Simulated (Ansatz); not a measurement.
# C6H8O3Zr: the cost of one run

The runs use Ansatz 0.2.0, Gaussian basis; one geometry, several basis sets.

Levels to be run: PBE0-D4/def2-SVP; ωB97M-V/def2-SVP; PBE0-D4/def2-QZVPP; ωB97M-V/def2-QZVPP; the functionals' def2-TZVPP values are taken from earlier runs.

## 1. Structure used throughout

All runs share one geometry, relaxed beforehand with PBE0-D4 in a triple-zeta def2 set. Zr takes the def2 core potential; no spin-orbit term is included.

SMILES `[OH][Zr]([OH])([OH])[c]1ccccc1`, 18 atoms, charge 0, spin multiplicity 1.

Atoms are counted from 1 here; the program's logs count them from 0.

Bond lengths: O1–Zr2 1.922 Å, O1–H11 0.952 Å, Zr2–O3 1.923 Å, Zr2–O4 1.926 Å, Zr2–C5 2.235 Å, O3–H12 0.952 Å, O4–H13 0.952 Å, C5–C6 1.400 Å, C5–C10 1.400 Å, C6–C7 1.389 Å, C6–H14 1.087 Å, C7–C8 1.387 Å, C7–H15 1.085 Å, C8–C9 1.388 Å, C8–H16 1.085 Å, C9–C10 1.388 Å, C9–H17 1.085 Å, C10–H18 1.088 Å. Angles: Zr2–O1–H11 168.8°, O1–Zr2–O3 111.9°, O1–Zr2–O4 113.2°, O1–Zr2–C5 106.3°, O3–Zr2–O4 113.5°, O3–Zr2–C5 106.0°, O4–Zr2–C5 105.2°, Zr2–O3–H12 167.3°, Zr2–O4–H13 161.8°, Zr2–C5–C6 122.3°, Zr2–C5–C10 120.7°, C6–C5–C10 117.0°, C5–C6–C7 121.7°, C5–C6–H14 119.8°, C7–C6–H14 118.5°, C6–C7–C8 119.9°, C6–C7–H15 120.1°, C8–C7–H15 120.0° and more.

Coordinates:

```xyz
18

O     1.1264   -2.6027   -1.5536
Zr    1.0629   -1.8284    0.2043
O     0.0302   -2.8994    1.4220
O     2.8004   -1.3496    0.8841
C    -0.0408    0.1046   -0.0019
C     0.5650    1.3418    0.2476
C    -0.1314    2.5353    0.1097
C    -1.4611    2.5192   -0.2839
C    -2.0894    1.3081   -0.5374
C    -1.3840    0.1216   -0.3963
H     1.1662   -3.1481   -2.3324
H    -0.2918   -3.5009    2.0856
H     3.7220   -1.3905    1.1201
H     1.6055    1.3810    0.5589
H     0.3632    3.4800    0.3099
H    -2.0083    3.4492   -0.3923
H    -3.1299    1.2905   -0.8444
H    -1.9050   -0.8117   -0.5999
```

## 2. PBE0-D4 in def2-SVP

File in.yaml:

```yaml
crystal:
  periodic: [false, false, false]
  atoms:
    - {symbol: O, position_ang: [1.126403, -2.602679, -1.553576]}
    - {symbol: Zr, position_ang: [1.062920, -1.828406, 0.204348]}
    - {symbol: O, position_ang: [0.030171, -2.899417, 1.421983]}
    - {symbol: O, position_ang: [2.800354, -1.349582, 0.884103]}
    - {symbol: C, position_ang: [-0.040822, 0.104592, -0.001929]}
    - {symbol: C, position_ang: [0.565007, 1.341823, 0.247572]}
    - {symbol: C, position_ang: [-0.131365, 2.535262, 0.109653]}
    - {symbol: C, position_ang: [-1.461082, 2.519171, -0.283923]}
    - {symbol: C, position_ang: [-2.089401, 1.308092, -0.537422]}
    - {symbol: C, position_ang: [-1.384026, 0.121605, -0.396320]}
    - {symbol: H, position_ang: [1.166179, -3.148119, -2.332418]}
    - {symbol: H, position_ang: [-0.291824, -3.500885, 2.085625]}
    - {symbol: H, position_ang: [3.722026, -1.390544, 1.120104]}
    - {symbol: H, position_ang: [1.605452, 1.381020, 0.558914]}
    - {symbol: H, position_ang: [0.363205, 3.480018, 0.309934]}
    - {symbol: H, position_ang: [-2.008297, 3.449240, -0.392348]}
    - {symbol: H, position_ang: [-3.129898, 1.290504, -0.844384]}
    - {symbol: H, position_ang: [-1.904991, -0.811688, -0.599928]}
basis:
  gaussian: {orbitals: def2-SVP}
hamiltonian: {xc: pbe0, dispersion: d4}
output: {orbitals: {seedname: orbitals}}
```

Command:

```sh
ansatz run in.yaml --threads 4 --pin off --events-out ev --progress --plain --max-ram 46080MiB --backend cpu
```

Q: Estimate wall time and peak memory on 4 threads of AMD EPYC 7R13, shared host.

About 3.4 s, with a peak of 0.87 GiB.
